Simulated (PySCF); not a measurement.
# CuH10O5 ([Cu(H2O)5]2+): the cost of one run

Computed with PySCF 2.14.0 and routines of our own; the level stands in each step. Atoms count from 0.

### 1 The system as given

16 atoms, charge 2, states of the metal's open shell are computed; geometry from: model start, shaken.

### 2 Geometry optimisation at PBE0-D3(BJ)/def2-SVP

Job settings and geometry (Å):

```
{"job": {"xc": "PBE0", "basis": "def2-SVP", "d3": "d3bj", "grid": 1, "maxiter": 45, "solvent": "water", "kind": "geom"}, "charge": 2, "metal": "Cu", "open_shell": "d9"}
Cu     0.000020     0.004480    -0.004110
O     -0.013360    -0.006820     2.015130
H      0.775900     0.020100     2.597620
H     -0.784310     0.007350     2.610350
O      0.001580    -0.013960    -2.030440
H      0.785430    -0.020160    -2.611860
H     -0.803520    -0.019340    -2.632630
O      2.026470    -0.019010     0.004070
H      2.607350     0.772200    -0.037750
H      2.596920    -0.775730     0.001700
O     -1.037950     1.750870    -0.014680
H     -1.985800     1.884410    -0.012110
H     -0.631820     2.656760    -0.008750
O     -1.016680    -1.756380     0.000960
H     -0.649710    -2.642350     0.020380
H     -1.996880    -1.855610     0.001790
```

Command:

```console
> OMP_NUM_THREADS=1 python lf_run.py task.json out
```

One launch serves the whole session: the jobs run in the order shown.

Q: Estimate the wall time and peak memory of this first job on 1 thread of Arm Neoverse V1, shared host.

About 26 min, with a peak of 1.4 GiB.
